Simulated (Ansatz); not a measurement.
Runs of Ansatz 0.2.0 on Zn12H2O. The cell holds a slab with vacuum, 15 atoms: a = 5.330 Å, b = 4.947 Å, c = 23.925 Å, α = 90.00°, β = 90.00°, γ = 90.00°. 

```tsv
level	cutoff (eV)	gap on the mesh (eV)	largest force (eV/Å)	work function (eV)
LDA	420	none	0.50	5.65
RPBE	420	none	(b)	5.13
r2SCAN	500	none	1.11	5.35
BLYP	420	none	(c)	(a)
PBEsol	420	none	0.50	5.37
```

Alike in all rows: task projected density of states; potentials or basis Ansatz PAW; no spin polarisation; cell H2O (tilted) over a bridge site of the (1 0 0) slab of Zn, cut from the database cell, not relaxed; k mesh 5 × 6 × 1; smearing fermi-dirac 0.05 eV.

Question: Estimate the missing entries.

Answer: (a) 5.05; (b) 0.69; (c) 0.76.

Caveats: the PAW data sets come from PBE, with cores solved anew for the run's functional, which leaves a small shift of forces and pressure.

A gap of «none» marks a metal or a gap under the smearing width.

Runs at the PBE level aren't shown here.
